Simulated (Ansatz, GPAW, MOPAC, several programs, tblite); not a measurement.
**What each method gives for CrSeTe (Janus 1T monolayer)**

A free-standing Janus 1T monolayer of CrSeTe, relaxed with r2SCAN in Ansatz, was computed with several methods. The sheet's in-plane cell has a = 3.367 Å, b = 3.367 Å (γ = 120.0°), and its outermost atoms lie 3.23 Å apart along the normal. Cr is surrounded by 3 Se at 2.42 Å and 3 Te at 2.64 Å; Se is surrounded by 3 Cr at 2.42 Å; Te is surrounded by 3 Cr at 2.64 Å. These are computed values for a spin-unpolarised cell that may be hypothetical; none is a measurement.

```
Cr Se Te
1.0
     3.36725    0.00000    0.00000
    -1.68362    2.91612    0.00000
     0.00000    0.00000   30.27062
Cr Se Te
1 1 1
Cartesian
  0.0000 0.0000 9.1144
  0.0000 1.9441 10.5599
  1.6836 0.9720 7.3257
```
Two periodic directions, a and b.

Gaps and times are for a single point on this cell. Times are rough, from shared hosts (Arm Neoverse V1), and each method has its own mesh and cell size. PM7 (MOPAC): levels, charges or heat of formation failed a check of plausibility, so no values are given. PM7 (MOPAC), GFN1-xTB (tblite) treat a cluster of cells at its zone centre, which samples few k points: where these miss a band edge, the gap comes out too large for that reason alone. Gaps from k meshes are read at a limited set of points (mesh, symmetry points, PBE's band edges), so each method's own least gap may be somewhat smaller. xTB and the PM methods were fitted mostly to molecules, and can miss a solid's gap by electronvolts. Minimal bases can be far off for gaps. The open d shell was run without spin, which may not be the ground state of these methods, hybrids least of all. d marks a direct gap, i an indirect one (no mark: not told apart), a dash a value that wasn't computed or didn't pass its checks.

```
                              method              kind      gap (eV)  atoms computed  processor time
                   GFN1-xTB (tblite)     tight binding             0              27           1.3 s
light PBE (260 eV and a coarse mesh)  light plane-wave  overlap 0.02               3           5.7 s
              PBE/single zeta (GPAW)       small basis          0.02               3           7.5 s
                                 PBE         semilocal  overlap 0.01               3            21 s
                              r2SCAN         semilocal        0.02 i               3            54 s
                         PM7 (MOPAC)    semi-empirical             –              27            83 s
```

Runs without a result: GFN2-xTB (tblite) (single point).

With PBE the bands overlap or touch, or nearly. Semilocal functionals can close a real gap, so this doesn't show a metal; small gaps of other methods may in turn close between the points read or with spin-orbit coupling, and the solid may be a semimetal.

No spin-orbit coupling is included; it can move band edges with weight on the heavy atoms by tenths of an eV.
